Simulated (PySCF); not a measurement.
# H6HoN3 (Ho(NH2)3): the cost of one run

Computed with PySCF 2.14.0. Level: B3LYP, Ho lcecp-1-SVP with ECP56, N def2-SVP, H def2-SVP; scalar-relativistic core potentials, no spin–orbit coupling.

5 further runs of the same task are left out: 2 for a known fault of the program, 3 that didn't finish.

## Step 1: Starting geometry

10 atoms, charge 0, spin multiplicity 1.

Bond lengths: Ho1–N2 2.245 Å, Ho1–N5 2.246 Å, Ho1–N8 2.246 Å, N2–H3 1.018 Å, N2–H4 1.018 Å, N5–H6 1.018 Å, N5–H7 1.018 Å, N8–H9 1.018 Å, N8–H10 1.018 Å. Angles: N2–Ho1–N5 120.0°, N2–Ho1–N8 120.0°, N5–Ho1–N8 120.0°, Ho1–N2–H3 125.4°, Ho1–N2–H4 125.4°, H3–N2–H4 109.2°, Ho1–N5–H6 125.4°, Ho1–N5–H7 125.4°, H6–N5–H7 109.2°, Ho1–N8–H9 125.4°, Ho1–N8–H10 125.4°, H9–N8–H10 109.2°.

As a file:

```
atom    x (Å)    y (Å)    z (Å)
 Ho1   0.0000   0.0000   0.0000
  N2   2.2455   0.0000   0.0000
  H3   2.8355   0.0000   0.8300
  H4   2.8355   0.0000  -0.8300
  N5  -1.1227   1.9447   0.0000
  H6  -1.4177   2.4556   0.8300
  H7  -1.4177   2.4556  -0.8300
  N8  -1.1228  -1.9447   0.0000
  H9  -1.4178  -2.4556   0.8300
 H10  -1.4178  -2.4556  -0.8300
```

Formal oxidation states: Ho +3. Each metal's 10 4f electrons lie in its core potential, so multiplicities, spins and levels count the valence alone.

## Step 2: SCF at the start, singlet

Input file run.py (the lines that set the calculation):

```python
mol = gto.M(atom='''
Ho     0.00000     0.00000     0.00000
N      2.24550     0.00000     0.00000
H      2.83550     0.00000     0.83000
H      2.83550     0.00000    -0.83000
N     -1.12270     1.94470     0.00000
H     -1.41770     2.45560     0.83000
H     -1.41770     2.45560    -0.83000
N     -1.12280    -1.94470     0.00000
H     -1.41780    -2.45560     0.83000
H     -1.41780    -2.45560    -0.83000''',
    basis={'Ho': 'lcecp-1-SVP', 'N': 'def2-SVP', 'H': 'def2-SVP'},
    ecp={'Ho': 'lcecp-1-SVP'},
    charge=0, spin=0)
mf = dft.RKS(mol, xc='B3LYP')
mf.grids.atom_grid = (50, 194)  # f atoms: unpruned, at least (60, 302)
mf = mf.density_fit()  # fitting sets: Ho AutoAux, N def2-universal-JKFIT, H def2-universal-JKFIT
mf.conv_tol = 1e-08; mf.max_cycle = 55
mf.kernel(dm0)  # dm0: free metal ions and neutral atoms
```

Launch:

```console
$ OMP_NUM_THREADS=2 python run.py
```

Q: Estimate wall time and peak memory on 2 threads of Intel Xeon Platinum 8488C (Sapphire Rapids), shared host.

About 3.2 s, with a peak of 0.66 GiB.
